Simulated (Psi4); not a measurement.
# r2SCAN/def2-SVP (core potential) run of CdH2SO (SMILES [OH][Cd][SH]), part 2 of 2

Psi4 1.11. Earlier steps stand in the parts before.

## 3. The triplet, same level

Contents of cdh2os.xyz:

```xyz
5
CdH2OS
O     -0.088010    -1.302590     0.561390
Cd    -1.062520     0.218490    -0.175400
S      0.373040     1.975100    -0.816670
H     -0.584950    -2.080630     0.826480
H      1.362440     1.189630    -0.395800
```

Contents of job.py:

```python
import psi4

psi4.set_memory('1600 MB')
psi4.set_num_threads(1)
psi4.set_output_file('output.dat', False)

with open('cdh2os.xyz') as f:
    atoms = ''.join(f.readlines()[2:])
m = psi4.geometry('0 3\n' + atoms + 'symmetry c1\nno_reorient\nno_com')

options = {'basis': 'def2-SVP', 'reference': 'uks', 'puream': True, 'e_convergence': 1e-09, 'd_convergence': 1e-08, 'scf_type': 'pk', 'dft_radial_points': 99, 'dft_spherical_points': 590, 'maxiter': 200}
psi4.set_options(options)

E, wfn = psi4.gradient("r2scan", molecule=m, return_wfn=True)
psi4.oeprop(wfn, "WIBERG_LOWDIN_INDICES", "DIPOLE", "LOWDIN_CHARGES", title="R2SCAN")
print('gradient / Eh bohr^-1')
print(E.np.round(6))
print(f'energy = {wfn.energy():.10f} Eh')
```

The run is started by

```console
$ python job.py
```

output.dat:

```text
Psi4 1.11 release

gradient() will perform analytic gradient computation.

   => Loading Basis Set <=

    Name: DEF2-SVP
    Role: ORBITAL
    Keyword: BASIS

    !!!  WARNING: ECP capability is in beta. Please check occupations closely.  !!!

         ---------------------------------------------------------
                                   SCF
                              UKS Reference
                        1 Threads,   1525 MiB Core
         ---------------------------------------------------------

  ==> Geometry <==

    Molecular point group: c1
    Full point group: C1

    Geometry (in Angstrom), charge = 0, multiplicity = 3:

       Center              X                  Y                   Z               Mass
    ------------   -----------------  -----------------  -----------------  -----------------
         O           -0.088010000000    -1.302590000000     0.561390000000    15.994914619570
         CD          -1.062520000000     0.218490000000    -0.175400000000   113.903365090000
         S            0.373040000000     1.975100000000    -0.816670000000    31.972071174400
         H           -0.584950000000    -2.080630000000     0.826480000000     1.007825032230
         H            1.362440000000     1.189630000000    -0.395800000000     1.007825032230

  Running in c1 symmetry.

  Rotational constants: A =      0.12397  B =      0.08725  C =      0.05121 [cm^-1]
  Rotational constants: A =   3716.55870  B =   2615.75223  C =   1535.25292 [MHz]
  Nuclear repulsion =  156.484599865656065

  Charge       = 0
  Multiplicity = 3
  Electrons    = 46
  Nalpha       = 24
  Nbeta        = 22

  ==> Algorithm <==

  SCF Algorithm Type is PK.
  DIIS enabled.
  MOM disabled.
  Fractional occupation disabled.
  Guess Type is SAD.
  Energy threshold   = 1.00e-09
  Density threshold  = 1.00e-08
  Integral threshold = 1.00e-12

  ==> Primary Basis <==

  Basis Set: DEF2-SVP
    Blend: DEF2-SVP
    Number of shells: 31
    Number of basis functions: 73
    Number of Cartesian functions: 80
    Spherical Harmonics?: true
    Max angular momentum: 3

  Core potential: DEF2-SVP
    Number of shells: 4
    Number of ECP primitives: 14
    Number of ECP core electrons: 28
    Max angular momentum: 3

  ==> DFT Potential <==

   => LibXC <=

    Version 7.1.2

   => Composite Functional: R2SCAN <=

    r2SCAN Meta-GGA XC Functional  (0.1021/acs.jpclett.0c02405)

    Deriv               =              1
    GGA                 =           TRUE
    Meta                =           TRUE

    Exchange Hybrid     =          FALSE
    MP2 Hybrid          =          FALSE

   => Exchange Functionals <=

    1.0000   XC_MGGA_X_R2SCAN

   => Correlation Functionals <=

    1.0000   XC_MGGA_C_R2SCAN

   => LibXC Density Thresholds  <==

    XC_MGGA_C_R2SCAN:  1.00E-15
    XC_MGGA_X_R2SCAN:  1.00E-11

   => Molecular Quadrature <=

    Radial Scheme          =       TREUTLER
    Pruning Scheme         =           NONE
    Nuclear Scheme         =       TREUTLER

    Blocking Scheme        =         OCTREE
    BS radius alpha        =              1
    Pruning alpha          =              1
    Radial Points          =             99
    Spherical Points       =            590
    Total Points           =         278258
    Total Blocks           =           2078
    Max Points             =            256
    Max Functions          =             72
    Weights Tolerance      =       1.00E-15

  ==> Integral Setup <==

  Using in-core PK algorithm.
   Calculation information:
      Number of atoms:                   5
      Number of AO shells:              31
      Number of primitives:             59
      Number of atomic orbitals:        80
      Number of basis functions:        73

      Integral cutoff                 1.00e-12
      Number of threads:                 1

  Performing in-core PK
  Using 7298102 doubles for integral storage.
  We computed 110252 shell quartets total.
  Whereas there are 123256 unique shell quartets.

  ==> DiskJK: Disk-Based J/K Matrices <==

    J tasked:                  Yes
    K tasked:                   No
    wK tasked:                  No
    Memory [MiB]:              216
    Schwarz Cutoff:          1E-12

  Cached 50.0% of DFT collocation blocks in 0.535 [GiB].

  Minimum eigenvalue in the overlap matrix is 2.0437112642E-02.
  Reciprocal condition number of the overlap matrix is 5.0967052040E-03.
    Using symmetric orthogonalization.

  ==> Pre-Iterations <==

  SCF Guess: Superposition of Atomic Densities via on-the-fly atomic UHF (no occupation information).

   -------------------------
    Irrep   Nso     Nmo
   -------------------------
     A         73      73
   -------------------------
    Total      73      73
   -------------------------

  ==> Iterations <==

                        Total Energy        Delta E     RMS |[F,P]|

   @UKS iter SAD:  -641.18398615748151   -6.41184e+02   0.00000e+00
   @UKS iter   1:  -641.73598524525676   -5.51999e-01   1.15764e-02 DIIS/ADIIS
   @UKS iter   2:  -636.23156461009989    5.50442e+00   3.35675e-02 DIIS/ADIIS
   @UKS iter   3:  -641.99452769975164   -5.76296e+00   3.89527e-03 DIIS/ADIIS
   @UKS iter   4:  -641.79172653751016    2.02801e-01   8.27656e-03 DIIS/ADIIS
   @UKS iter   5:  -641.94927617166206   -1.57550e-01   5.27931e-03 DIIS/ADIIS
   @UKS iter   6:  -642.01850766525229   -6.92315e-02   3.35266e-03 DIIS/ADIIS
   @UKS iter   7:  -642.03645758675225   -1.79499e-02   2.62964e-03 DIIS/ADIIS
   @UKS iter   8:  -642.01100617791644    2.54514e-02   3.66287e-03 DIIS/ADIIS
   @UKS iter   9:  -642.01749625989601   -6.49008e-03   3.44247e-03 DIIS/ADIIS
   @UKS iter  10:  -641.99335794216540    2.41383e-02   4.22487e-03 DIIS/ADIIS
   @UKS iter  11:  -641.99589160592870   -2.53366e-03   4.14275e-03 DIIS/ADIIS
   @UKS iter  12:  -642.00413865698511   -8.24705e-03   3.85991e-03 DIIS/ADIIS
   @UKS iter  13:  -642.06043012219288   -5.62915e-02   5.95303e-04 DIIS/ADIIS
   @UKS iter  14:  -642.05955086308950    8.79259e-04   7.68789e-04 DIIS/ADIIS
   @UKS iter  15:  -642.06150511385079   -1.95425e-03   9.89875e-05 DIIS
   @UKS iter  16:  -642.06153096953153   -2.58557e-05   5.19833e-05 DIIS
   @UKS iter  17:  -642.06153927363118   -8.30410e-06   1.78378e-05 DIIS
   @UKS iter  18:  -642.06154055685386   -1.28322e-06   2.11576e-06 DIIS
   @UKS iter  19:  -642.06154061260986   -5.57560e-08   1.80351e-06 DIIS
   @UKS iter  20:  -642.06154061975678   -7.14692e-09   3.89466e-06 DIIS
   @UKS iter  21:  -642.06154069058539   -7.08286e-08   3.97377e-07 DIIS
   @UKS iter  22:  -642.06154069250715   -1.92176e-09   1.70111e-07 DIIS
   @UKS iter  23:  -642.06154069248703    2.01226e-11   1.84566e-07 DIIS
   @UKS iter  24:  -642.06154069254160   -5.45697e-11   1.47137e-07 DIIS
   @UKS iter  25:  -642.06154069261197   -7.03722e-11   5.01941e-08 DIIS
   @UKS iter  26:  -642.06154069262152   -9.54969e-12   7.43309e-09 DIIS
  Energy and wave function converged.

  ==> Post-Iterations <==

   Electrons on quadrature grid:
      Nalpha   =   23.9999999990 ; deviation = -1.030e-09
      Nbeta    =   22.0000001469 ; deviation = 1.469e-07
      Ntotal   =   46.0000001459 ; deviation = 1.459e-07

   @Spin Contamination Metric:   8.401783391E-03
   @S^2 Expected:                2.000000000E+00
   @S^2 Observed:                2.008401783E+00
   @S   Expected:                1.000000000E+00
   @S   Observed:                1.000000000E+00

    Orbital Energies [Eh]
    ---------------------

    Alpha Occupied:

       1A    -88.564891     2A    -18.976622     3A     -7.897621
       4A     -5.848992     5A     -5.846109     6A     -5.840987
       7A     -4.107101     8A     -2.616205     9A     -2.613728
      10A     -2.610069    11A     -0.935989    12A     -0.730489
      13A     -0.510559    14A     -0.485408    15A     -0.477254
      16A     -0.473265    17A     -0.471423    18A     -0.406043
      19A     -0.399596    20A     -0.316467    21A     -0.309730
      22A     -0.296139    23A     -0.283997    24A     -0.141997

    Alpha Virtual:

      25A     -0.023729    26A      0.004281    27A      0.025316
      28A      0.044317    29A      0.121487    30A      0.139550
      31A      0.279584    32A      0.294115    33A      0.335094
      34A      0.378157    35A      0.434858    36A      0.439168
      37A      0.472721    38A      0.493094    39A      0.514526
      40A      0.571488    41A      0.636692    42A      0.644053
      43A      0.645799    44A      0.758728    45A      0.777622
      46A      0.790257    47A      0.831837    48A      0.962125
      49A      0.984540    50A      1.027102    51A      1.072484
      52A      1.204543    53A      1.224039    54A      1.467300
      55A      1.549128    56A      1.584332    57A      1.694117
      58A      2.125276    59A      2.247636    60A      2.261452
      61A      2.586518    62A      2.610145    63A      2.688101
      64A      2.689499    65A      2.690217    66A      2.696240
      67A      2.704696    68A      2.713693    69A      2.885228
      70A      2.955110    71A      3.054387    72A      3.762853
      73A     56.714263

    Beta Occupied:

       1A    -88.559956     2A    -18.961859     3A     -7.894761
       4A     -5.843387     5A     -5.839229     6A     -5.836993
       7A     -4.104626     8A     -2.612611     9A     -2.611554
      10A     -2.608374    11A     -0.904898    12A     -0.701346
      13A     -0.502577    14A     -0.478975    15A     -0.469176
      16A     -0.467222    17A     -0.465609    18A     -0.395728
      19A     -0.388577    20A     -0.297287    21A     -0.262861
      22A     -0.250720

    Beta Virtual:

      23A     -0.234278    24A     -0.084901    25A      0.003751
      26A      0.014107    27A      0.039659    28A      0.059799
      29A      0.133104    30A      0.148656    31A      0.286708
      32A      0.296609    33A      0.346102    34A      0.400925
      35A      0.460600    36A      0.461517    37A      0.492993
      38A      0.520657    39A      0.543381    40A      0.607440
      41A      0.651344    42A      0.659808    43A      0.698385
      44A      0.774358    45A      0.788107    46A      0.831905
      47A      0.852458    48A      1.000828    49A      1.015596
      50A      1.046438    51A      1.090390    52A      1.219225
      53A      1.245731    54A      1.473836    55A      1.550946
      56A      1.580201    57A      1.701652    58A      2.130596
      59A      2.243824    60A      2.272437    61A      2.614985
      62A      2.649471    63A      2.690537    64A      2.691911
      65A      2.692229    66A      2.698744    67A      2.707771
      68A      2.729508    69A      2.910922    70A      2.996396
      71A      3.073911    72A      3.780329    73A     56.713963

    Final Occupation by Irrep:
              A
    DOCC [    22 ]
    SOCC [     2 ]
    NA   [    24 ]
    NB   [    22 ]

  @UKS Final Energy:  -642.06154069262152

   => Energetics <=

    Nuclear Repulsion Energy =            156.4845998656560653
    One-Electron Energy =               -1263.4447474987914575
    Two-Electron Energy =                 515.3521761269884109
    DFT Exchange-Correlation Energy =     -50.4535691864744678
    Empirical Dispersion Energy =           0.0000000000000000
    VV10 Nonlocal Energy =                  0.0000000000000000
    Total Energy =                       -642.0615406926215201

  UHF NO Occupations:
  HONO-2 :   22  A 1.9980758
  HONO-1 :   23  A 1.0000000
  HONO-0 :   24  A 1.0000000
  LUNO+0 :   25  A 0.0019242
  LUNO+1 :   26  A 0.0007887
  LUNO+2 :   27  A 0.0005833
  LUNO+3 :   28  A 0.0003065

Computation Completed

Properties will be evaluated at   0.000000,   0.000000,   0.000000 [a0]

Properties computed using the SCF density matrix

 Multipole Moments:

 ------------------------------------------------------------------------------------
     Multipole            Electronic (a.u.)      Nuclear  (a.u.)        Total (a.u.)
 ------------------------------------------------------------------------------------

 L = 1.  Multiply by 2.5417464519 to convert [e a0] to [Debye]
 Dipole X            :         29.1800971          -28.7396163            0.4404808
 Dipole Y            :        -46.8423418           46.6000415           -0.2423003
 Dipole Z            :         22.1514243          -22.0208274            0.1305969
 Magnitude           :                                                    0.5194115

 ------------------------------------------------------------------------------------

	total time  =         43 seconds =       0.72 minutes

         ------------------------------------------------------------
                                   SCF GRAD
         ------------------------------------------------------------

  ==> Geometry <==

    Molecular point group: c1
    Full point group: C1

    Geometry (in Angstrom), charge = 0, multiplicity = 3:

       Center              X                  Y                   Z               Mass
    ------------   -----------------  -----------------  -----------------  -----------------
         O           -0.088010000000    -1.302590000000     0.561390000000    15.994914619570
         CD          -1.062520000000     0.218490000000    -0.175400000000   113.903365090000
         S            0.373040000000     1.975100000000    -0.816670000000    31.972071174400
         H           -0.584950000000    -2.080630000000     0.826480000000     1.007825032230
         H            1.362440000000     1.189630000000    -0.395800000000     1.007825032230

  Nuclear repulsion =  156.484599865656065

  ==> Basis Set <==

  Basis Set: DEF2-SVP
    Blend: DEF2-SVP
    Number of shells: 31
    Number of basis functions: 73
    Number of Cartesian functions: 80
    Spherical Harmonics?: true
    Max angular momentum: 3

  Core potential: DEF2-SVP
    Number of shells: 4
    Number of ECP primitives: 14
    Number of ECP core electrons: 28
    Max angular momentum: 3

  ==> DirectJKGrad: Integral-Direct SCF Gradients <==

    Gradient:                    1
    J tasked:                  Yes
    K tasked:                   No
    wK tasked:                  No
    Integrals threads:           1
    Schwarz Cutoff:          1E-12

  ==> DFT Potential <==

   => LibXC <=

    Version 7.1.2

   => Composite Functional: R2SCAN <=

    r2SCAN Meta-GGA XC Functional  (0.1021/acs.jpclett.0c02405)

    Deriv               =              1
    GGA                 =           TRUE
    Meta                =           TRUE

    Exchange Hybrid     =          FALSE
    MP2 Hybrid          =          FALSE

   => Exchange Functionals <=

    1.0000   XC_MGGA_X_R2SCAN

   => Correlation Functionals <=

    1.0000   XC_MGGA_C_R2SCAN

   => LibXC Density Thresholds  <==

    XC_MGGA_C_R2SCAN:  1.00E-15
    XC_MGGA_X_R2SCAN:  1.00E-11

   => Molecular Quadrature <=

    Radial Scheme          =       TREUTLER
    Pruning Scheme         =           NONE
    Nuclear Scheme         =       TREUTLER

    Blocking Scheme        =         OCTREE
    BS radius alpha        =              1
    Pruning alpha          =              1
    Radial Points          =             99
    Spherical Points       =            590
    Total Points           =         278258
    Total Blocks           =           2078
    Max Points             =            256
    Max Functions          =             72
    Weights Tolerance      =       1.00E-15

  -Total Gradient:
     Atom            X                  Y                   Z
    ------   -----------------  -----------------  -----------------
       1       -0.035737782292     0.033510769382    -0.017611153022
       2        0.059805688068    -0.014752776997     0.011123959972
       3       -0.014757606994    -0.032368485179     0.012958969436
       4        0.005176392846     0.008309130117    -0.002837110195
       5       -0.014131061786     0.004965969003    -0.003459485369

	total time  =          3 seconds =       0.05 minutes

Properties will be evaluated at   0.000000,   0.000000,   0.000000 [a0]

Properties computed using the R2SCAN density matrix

 Multipole Moments:

 ------------------------------------------------------------------------------------
     Multipole            Electronic (a.u.)      Nuclear  (a.u.)        Total (a.u.)
 ------------------------------------------------------------------------------------

 L = 1.  Multiply by 2.5417464519 to convert [e a0] to [Debye]
 Dipole X            :         29.1800971          -28.7396163            0.4404808
 Dipole Y            :        -46.8423418           46.6000415           -0.2423003
 Dipole Z            :         22.1514243          -22.0208274            0.1305969
 Magnitude           :                                                    0.5194115

 ------------------------------------------------------------------------------------
  Lowdin Charges: (a.u.)
   Center  Symbol    Alpha    Beta     Spin     Total
       1     O     4.31666  3.84434  0.47233 -0.16100
       2    CD    10.46420  9.66963  0.79456 -0.13383
       3     S     8.25244  7.53020  0.72224  0.21736
       4     H     0.46916  0.45851  0.01065  0.07233
       5     H     0.49755  0.49732  0.00023  0.00513

  Total alpha = 24.00000, Total beta = 22.00000, Total charge = -0.00000

  Wiberg Bond Indices using Orthogonal Lowdin Orbitals:

  Total Bond Index:
  Irrep: 1 Size: 5 x 5

                 1                   2                   3                   4                   5

    1     0.00000000000000     1.00135174201855     0.36632973714432     1.14988546495159     0.00859502867474
    2     1.00135174201855     0.00000000000000     1.05514062879250     0.07084481671674     0.06968234624815
    3     0.36632973714432     1.05514062879250     0.00000000000000     0.01453395103725     1.06690943457516
    4     1.14988546495159     0.07084481671674     0.01453395103725     0.00000000000000     0.00060536260608
    5     0.00859502867474     0.06968234624815     1.06690943457516     0.00060536260608     0.00000000000000

  Alpha Contribution:
  Irrep: 1 Size: 5 x 5

                 1                   2                   3                   4                   5

    1     0.00000000000000     0.43684934940997     0.00698461396474     0.59015342370633     0.00233932735876
    2     0.43684934940997     0.00000000000000     0.48951095631040     0.04301981671383     0.03670973116443
    3     0.00698461396474     0.48951095631040     0.00000000000000     0.00134541849206     0.54538447124255
    4     0.59015342370633     0.04301981671383     0.00134541849206     0.00000000000000     0.00029840668126
    5     0.00233932735876     0.03670973116443     0.54538447124255     0.00029840668126     0.00000000000000

  Beta Contribution:
  Irrep: 1 Size: 5 x 5

                 1                   2                   3                   4                   5

    1     0.00000000000000     0.56450239260857     0.35934512317958     0.55973204124526     0.00625570131598
    2     0.56450239260857     0.00000000000000     0.56562967248210     0.02782500000292     0.03297261508372
    3     0.35934512317958     0.56562967248210     0.00000000000000     0.01318853254519     0.52152496333261
    4     0.55973204124526     0.02782500000292     0.01318853254519     0.00000000000000     0.00030695592482
    5     0.00625570131598     0.03297261508372     0.52152496333261     0.00030695592482     0.00000000000000

  Atomic Valences:

 #  #
 Irrep: 1
      1:    2.526161972789201
      2:    2.197019533775943
      3:    2.502913751549228
      4:    1.235869595311659
      5:    1.145792172104132
```

The script printed:

```text
gradient / Eh bohr^-1
[[-0.035738  0.033511 -0.017611]
 [ 0.059806 -0.014753  0.011124]
 [-0.014758 -0.032368  0.012959]
 [ 0.005176  0.008309 -0.002837]
 [-0.014131  0.004966 -0.003459]]
energy = -642.0615406926 Eh
```

It took 48 s on 1 thread of Intel Xeon 6975P-C (Granite Rapids), shared host; peak memory 0.83 GiB.

## 4. What came out

The summary covers parts 1 to 2.

Level: r2SCAN/def2-SVP (core potential).

```
                                        quantity          value
                           singlet: total energy  -642.14848 Eh
                          singlet: dipole moment         4.06 D
                            singlet: HOMO energy       -5.78 eV
                            singlet: LUMO energy       -3.48 eV
                          singlet: HOMO–LUMO gap        2.31 eV
               singlet: largest force on an atom     1.417 eV/Å
                           triplet: total energy  -642.06154 Eh
                          triplet: dipole moment         1.32 D
     triplet: HOMO energy (highest over α and β)       -3.86 eV
                                   triplet: ⟨S²⟩          2.008
               triplet: largest force on an atom     3.219 eV/Å
vertical energy of the triplet above the singlet       2.366 eV
```

What this shows: At this shape the triplet lies 2.37 eV (55 kcal/mol) above the singlet. The largest force (singlet) is 1.42 eV/Å: the shape isn't a stationary point for this species at this level.
